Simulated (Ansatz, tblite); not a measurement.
# The cluster Li11−: one state, many levels

Aim: run the singlet of the cluster Li11− at one geometry on many levels, and compare frontier levels, spin and run time.

Method: as each input shows; program: Ansatz 0.2.0, Gaussian basis.

Levels to be run: GFN1-xTB, GFN2-xTB, PBE/def2-TZVPD, r2SCAN/def2-TZVPD, HF/def2-TZVPD, r2SCAN0/def2-TZVPD, CAM-B3LYP/def2-TZVPD, B2PLYP/def2-TZVPD, ωB97M-V/def2-TZVPD, LDA/def2-TZVPD, B3LYP/def2-TZVPD, LC-ωPBE(0.10)/def2-TZVPD, LC-ωPBE(0.15)/def2-TZVPD, LC-ωPBE(0.20)/def2-TZVPD, LC-ωPBE(0.30)/def2-TZVPD, PBE/def2-SVPD, PBE0/def2-SVPD, HF/STO-3G, HF/6-31G, B3LYP/6-31G, CCSD(T)/def2-TZVPD, RPA/def2-TZVPD.

1 further run of the same task is left out (set aside as unsound or not needed). Runs told in other sessions of the task aren't counted.

### Step 1. The structure

The geometry is that of the singlet, from an earlier relaxation (B3LYP/def2-SVPD). At that level it is the lowest of the isomers that a small search found.

11 atoms, charge -1, spin multiplicity 1.

Bond lengths: Li1–Li3 2.940 Å, Li1–Li5 3.059 Å, Li1–Li7 2.936 Å, Li2–Li5 2.831 Å, Li2–Li8 2.912 Å, Li2–Li10 2.934 Å, Li2–Li11 3.036 Å, Li3–Li6 2.954 Å, Li3–Li7 2.832 Å, Li3–Li9 2.992 Å, Li3–Li10 3.062 Å, Li3–Li11 2.968 Å, Li4–Li5 2.954 Å, Li5–Li8 2.996 Å, Li5–Li10 2.942 Å, Li5–Li11 2.968 Å, Li7–Li9 2.911 Å, Li7–Li11 3.039 Å. Angles: Li3–Li1–Li5 61.8°, Li3–Li1–Li7 57.6°, Li5–Li1–Li7 63.4°, Li5–Li2–Li8 62.9°, Li5–Li2–Li10 61.3°, Li5–Li2–Li11 60.7°, Li8–Li2–Li10 116.0°, Li8–Li2–Li11 66.4°, Li10–Li2–Li11 108.4°, Li1–Li3–Li6 63.2°, Li1–Li3–Li7 61.1°, Li1–Li3–Li9 113.3°, Li1–Li3–Li10 62.9°, Li1–Li3–Li11 110.0°, Li6–Li3–Li7 65.2°, Li6–Li3–Li9 66.1°, Li6–Li3–Li10 116.1°, Li6–Li3–Li11 121.9° and more.

Geometry (Å):

| atom | x (Å) | y (Å) | z (Å) |
| --- | --- | --- | --- |
| Li1 | 0.8120 | -2.3546 | 1.1394 |
| Li2 | -1.5512 | 1.8942 | 0.5754 |
| Li3 | 1.2788 | 0.5176 | 0.7177 |
| Li4 | -3.8124 | -0.2000 | 1.0663 |
| Li5 | -1.3023 | -0.7562 | -0.3883 |
| Li6 | 3.6694 | -1.2088 | 0.8906 |
| Li7 | 1.6195 | -1.2585 | -1.4618 |
| Li8 | -3.1114 | 1.1848 | -1.7794 |
| Li9 | 3.3401 | 1.0880 | -1.3745 |
| Li10 | -1.0810 | -0.2667 | 2.5039 |
| Li11 | 0.1386 | 1.3601 | -1.8894 |

The ion is computed in the gas phase, without counter-ions or solvent.

PBE0/def2-TZVPD was run before; its log isn't repeated, and its numbers join the tables.

### Step 2. GFN1-xTB

Tight binding, by tblite at 300 K electronic temperature and without a spin-polarisation term:

```python
tblite.interface.Calculator('GFN1-xTB', numbers, positions, charge=-1, uhf=0).singlepoint()
```

Energy -128.5378 eV, HOMO -7.03 eV, LUMO -6.37 eV; 0.006 s.

### Step 3. GFN2-xTB

Tight binding, by tblite at 300 K electronic temperature and without a spin-polarisation term:

```python
tblite.interface.Calculator('GFN2-xTB', numbers, positions, charge=-1, uhf=0).singlepoint()
```

Energy -81.5249 eV, HOMO -2.45 eV, LUMO -1.69 eV; 0.028 s.

### Step 4. PBE/def2-TZVPD

start.molden holds the orbitals of an earlier run on this state, given as this run's starting guess.

Contents of in.yaml:

```yaml
crystal:
  periodic: [false, false, false]
  atoms:
    - {symbol: Li, position_ang: [0.811964, -2.354593, 1.139424]}
    - {symbol: Li, position_ang: [-1.551217, 1.894158, 0.575446]}
    - {symbol: Li, position_ang: [1.278774, 0.517560, 0.717674]}
    - {symbol: Li, position_ang: [-3.812415, -0.199973, 1.066267]}
    - {symbol: Li, position_ang: [-1.302268, -0.756160, -0.388331]}
    - {symbol: Li, position_ang: [3.669380, -1.208824, 0.890640]}
    - {symbol: Li, position_ang: [1.619450, -1.258468, -1.461751]}
    - {symbol: Li, position_ang: [-3.111358, 1.184822, -1.779393]}
    - {symbol: Li, position_ang: [3.340080, 1.088041, -1.374474]}
    - {symbol: Li, position_ang: [-1.080978, -0.266673, 2.503860]}
    - {symbol: Li, position_ang: [0.138598, 1.360110, -1.889382]}
basis:
  gaussian: {orbitals: def2-TZVPD, initial_orbitals: start.molden}
total_charge: -1
hamiltonian: {xc: pbe}
scf: {omitted_lower_state_checks: [starts]}
output: {orbitals: {seedname: orbitals}}
```

On the command line:

```
ansatz run in.yaml --threads 4 --pin off --events-out ev --progress --plain --max-ram 3916MiB
```

The runs that follow: r2SCAN/def2-TZVPD; HF/def2-TZVPD; r2SCAN0/def2-TZVPD; CAM-B3LYP/def2-TZVPD; B2PLYP/def2-TZVPD; ωB97M-V/def2-TZVPD; LDA/def2-TZVPD; B3LYP/def2-TZVPD; LC-ωPBE(0.10)/def2-TZVPD; LC-ωPBE(0.15)/def2-TZVPD; LC-ωPBE(0.20)/def2-TZVPD; LC-ωPBE(0.30)/def2-TZVPD; PBE/def2-SVPD; PBE0/def2-SVPD; HF/STO-3G; HF/6-31G; B3LYP/6-31G; CCSD(T)/def2-TZVPD; RPA/def2-TZVPD.

Before running them: what should the planned runs give, taken together? Wanted: gap in def2-TZVPD, named functionals and Hartree-Fock, smallest and largest; gap over the ω; correlation energy, CCSD(T)/def2-TZVPD; PBE0 total energy, smallest basis above largest.

**Answer**, as computed:

```
                                                                   quantity                            value
gap in def2-TZVPD, named functionals and Hartree-Fock, smallest and largest      0.41 eV (LDA), 3.31 eV (HF)
                                                    gap over the ω (1/bohr)   2.69 eV at 0.1, 3.52 eV at 0.3
                                     correlation energy, CCSD(T)/def2-TZVPD                        -17.05 eV
                            PBE0 total energy, smallest basis above largest  1.93 eV (def2-SVPD, def2-TZVPD)
```

**Reading.** Over the named functionals and Hartree-Fock in def2-TZVPD the gap runs from 0.41 eV (LDA) to 3.31 eV (HF); exact exchange widens it. Raising the ω (1/bohr) from 0.1 to 0.3 moves the HOMO by -0.39 eV and the LUMO by +0.44 eV. Notes on CCSD(T)/def2-TZVPD: large T1 diagnostic.

The anion's highest level is positive in at least one run, so there the basis alone may hold the extra electron.
